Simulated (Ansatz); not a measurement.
Which YAML input does this script hand to the engine? (the Ansatz DFT code, driven from Python)

`opt_ch6bfo2si.py`:
```python
"""Geometry optimisation of CH6BFO2Si."""

import argparse
import itertools

import ansatz as az
from ase.data import atomic_numbers, covalent_radii
import numpy as np

parser = argparse.ArgumentParser(description="Geometry optimisation of CH6BFO2Si.")
parser.add_argument("--basis-set", required=True, help="basis")
parser.add_argument("--functional", required=True, help="exchange-correlation functional")
args = parser.parse_args()

geometry_ang = [
    ("C", (-0.1999, -2.1699, -0.1745)),
    ("O", (-0.5563, -0.793, -0.5049)),
    ("Si", (0.3415, 0.2465, 0.514)),
    ("B", (0.0517, 2.105, 0.0948)),
    ("O", (0.2425, 2.5976, -1.2615)),
    ("F", (-0.5702, 2.9839, 1.1083)),
    ("H", (0.8524, -2.3517, -0.3681)),
    ("H", (-0.8051, -2.7696, -0.855)),
    ("H", (-0.5268, -2.3521, 0.905)),
    ("H", (1.8127, 0.0037, 0.3448)),
    ("H", (0.016, -0.0077, 1.9557)),
    ("H", (-0.5814, 2.4522, -1.7247)),
]
system = az.Crystal.molecule()
for symbol, xyz in geometry_ang:
    system = system.atom(symbol, xyz)

setup = (
    system.calculation()
    .basis(gaussian=args.basis_set)
    .functional(args.functional)
)
symbols = [site.symbol for site in system.cartesian_sites]
start = np.array([site.position_ang for site in system.cartesian_sites], dtype=float)
def progress(event):
    if event["event"] == "relax_step":
        row = event["data"]
        print(f"step {row['step']:3d}  E = {row['lagrangian_ev']:.6f} eV  largest force component {row['allowed_force_max_ev_ang']:.4f} eV/A")


rep = setup.relax(force_tolerance=0.01).session().plan().execute(on_event=progress).report
end = np.array(rep["positions_ang"])

for key in ("converged", "free_energy_ev", "reference_energy_ev", "n_frozen", "n_occupied", "n_virtual"):
    print(f"{key:22s} {rep[key]}")

# pairs closer than 1.2 times the sum of covalent radii, before or after
radius = [covalent_radii[atomic_numbers[s]] for s in symbols]
span = lambda where, i, j: np.linalg.norm(where[i] - where[j])
bonded = [(i, j) for i, j in itertools.combinations(range(len(symbols)), 2) if min(span(start, i, j), span(end, i, j)) < 1.2 * (radius[i] + radius[j])]
print("pair        before    after (A)")
for i, j in bonded:
    print(f"{symbols[i]}{i}-{symbols[j]}{j}".ljust(10), f"{span(start, i, j):8.4f} {span(end, i, j):8.4f}")
```

Output of `python opt_ch6bfo2si.py --basis-set def2-SVP --functional b3lyp`:
```text
step   1  E = -16493.341876 eV  largest force component 4.3199 eV/A
step   2  E = -16493.848263 eV  largest force component 3.4695 eV/A
step   3  E = -16493.969979 eV  largest force component 3.0096 eV/A
step   4  E = -16494.218700 eV  largest force component 1.1924 eV/A
step   5  E = -16494.282327 eV  largest force component 0.6102 eV/A
step   6  E = -16494.341666 eV  largest force component 1.0014 eV/A
step   7  E = -16494.491763 eV  largest force component 1.3064 eV/A
step   8  E = -16494.675638 eV  largest force component 1.0258 eV/A
step   9  E = -16494.778724 eV  largest force component 0.4800 eV/A
step  10  E = -16494.780937 eV  largest force component 1.0922 eV/A
step  11  E = -16494.819037 eV  largest force component 0.6795 eV/A
step  12  E = -16494.831460 eV  largest force component 0.8698 eV/A
step  13  E = -16494.859039 eV  largest force component 0.2694 eV/A
step  14  E = -16494.868150 eV  largest force component 0.1156 eV/A
step  15  E = -16494.868884 eV  largest force component 0.1442 eV/A
step  16  E = -16494.870235 eV  largest force component 0.0152 eV/A
step  17  E = -16494.870376 eV  largest force component 0.0082 eV/A
step  18  E = -16494.870419 eV  largest force component 0.0164 eV/A
step  19  E = -16494.870423 eV  largest force component 0.0134 eV/A
step  20  E = -16494.870419 eV  largest force component 0.0167 eV/A
step  21  E = -16494.870447 eV  largest force component 0.0016 eV/A
converged              True
free_energy_ev         -16494.870710280895
reference_energy_ev    -16494.870710280895
n_frozen               0
n_occupied             [28, 28]
n_virtual              [90, 90]
pair        before    after (A)
C0-O1        1.4602   1.4116
C0-H6        1.0853   1.1061
C0-H7        1.0904   1.1014
C0-H8        1.1425   1.1061
O1-Si2       1.7102   1.6923
Si2-B3       1.9271   2.0330
Si2-H9       1.5007   1.4978
Si2-H10      1.4997   1.4978
B3-O4        1.4555   1.3450
B3-F5        1.4787   1.3312
O4-H11       0.9563   0.9735
```

`input.yaml`:
```yaml
crystal:
  periodic: [false, false, false]
  atoms:
    - { symbol: C, position_ang: [-0.1999, -2.1699, -0.1745] }
    - { symbol: O, position_ang: [-0.5563, -0.793, -0.5049] }
    - { symbol: Si, position_ang: [0.3415, 0.2465, 0.514] }
    - { symbol: B, position_ang: [0.0517, 2.105, 0.0948] }
    - { symbol: O, position_ang: [0.2425, 2.5976, -1.2615] }
    - { symbol: F, position_ang: [-0.5702, 2.9839, 1.1083] }
    - { symbol: H, position_ang: [0.8524, -2.3517, -0.3681] }
    - { symbol: H, position_ang: [-0.8051, -2.7696, -0.855] }
    - { symbol: H, position_ang: [-0.5268, -2.3521, 0.905] }
    - { symbol: H, position_ang: [1.8127, 0.0037, 0.3448] }
    - { symbol: H, position_ang: [0.016, -0.0077, 1.9557] }
    - { symbol: H, position_ang: [-0.5814, 2.4522, -1.7247] }
basis:
  gaussian:
    orbitals: def2-SVP
hamiltonian:
  xc: b3lyp
relax:
  f_tol: 0.01
```

Total energies depend on the basis set; only differences at equal settings carry meaning. The end point is the stationary point reached from this start; no frequency run checks that it is a minimum, and the basis set is modest. Run time: 2.5 min on 1 thread of Arm Neoverse V1, on a shared host, peak memory 0.35 GiB.

(A comment or docstring line of the script was reworded after the run, the code is as it ran; lines on the test bed's own set-up are left out of the output.)
